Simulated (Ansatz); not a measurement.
# The zinc atom (singlet): wave-function methods side by side, def2-SVP

How much of the correlation energy of the zinc atom (singlet) does each wave-function method recover here?

Program: Ansatz 0.2.0, Gaussian basis. Level of theory: def2-SVP, core rule «outside noble gas», up to 9 orbitals frozen. These are calculated values, not measurements.

The runs, in order: UHF; CCSD(T) on RHF; CISD; CCSDT(Q) on RHF; CCSDTQ on RHF; CASSCF and MRCISD+Q, 8 electrons in 8 orbitals; CASSCF and MRCISD+Q(relaxed), 8 electrons in 8 orbitals; CASSCF and NEVPT4(SD), 8 electrons in 8 orbitals; CASSCF and NEVPT2, 8 electrons in 8 orbitals.

### Step 1. The atom

A free atom, in its lowest state of this spin that the program finds.

1 atom, charge 0, spin multiplicity 1.

### Step 2. UHF

in.yaml reads:

```yaml
crystal:
  periodic: [false, false, false]
  atoms:
    - {symbol: Zn, position_ang: [0.000000, 0.000000, 0.000000]}
basis:
  gaussian: {orbitals: def2-SVP}
magnetization: {spin_polarized: true, initial_magnetization: 0}
hamiltonian: {xc: hf}
output: {orbitals: {seedname: orbitals}}
```

Run with:

```
ansatz run in.yaml --threads 1 --pin off --events-out ev --progress --plain --max-ram 2393MiB
```

The runs that follow: CCSD(T) on RHF; CISD; CCSDT(Q) on RHF; CCSDTQ on RHF; CASSCF and MRCISD+Q, 8 electrons in 8 orbitals; CASSCF and MRCISD+Q(relaxed), 8 electrons in 8 orbitals; CASSCF and NEVPT4(SD), 8 electrons in 8 orbitals; CASSCF and NEVPT2, 8 electrons in 8 orbitals.

**Question.** What will the summary of the whole plan be? Wanted: RCCSDTQ below the RHF energy; RMP2 from RCCSDTQ; RCCSD from RCCSDTQ; RCCSD(T) from RCCSDTQ; RCCSDT(Q) from RCCSDTQ; NEVPT4(SD) frontier from RCCSDTQ; MRCISD+Q frontier from RCCSDTQ; MRCISD+Q(relaxed) frontier from RCCSDTQ; T1 diagnostic.

As calculated:

```
                               quantity                                                                       value
           RCCSDTQ below the RHF energy                                                                  -7.6953 eV
                      RMP2 from RCCSDTQ                                                                -11.7 kJ/mol
                     RCCSD from RCCSDTQ                                                                +17.3 kJ/mol
                  RCCSD(T) from RCCSDTQ                                                                 -3.2 kJ/mol
                 RCCSDT(Q) from RCCSDTQ                                                                 +1.0 kJ/mol
       NEVPT4(SD) frontier from RCCSDTQ                                                                 +6.1 kJ/mol
         MRCISD+Q frontier from RCCSDTQ                                                                 +2.5 kJ/mol
MRCISD+Q(relaxed) frontier from RCCSDTQ                                                                 +1.1 kJ/mol
      levels within 1 kcal/mol (43 meV)  RCCSD(T), RCCSDT, RCCSDT(Q), MRCISD+Q frontier, MRCISD+Q(relaxed) frontier
                          T1 diagnostic                                                                       0.011
```

RCCSD(T) misses by -3.2 kJ/mol, 0.4 % of the correlation energy. Of the multireference levels listed MRCISD+Q(relaxed) frontier comes nearest in total energy (+1.1 kJ/mol), which doesn't show that its space is the better one. These misses are within one basis, not against nature.
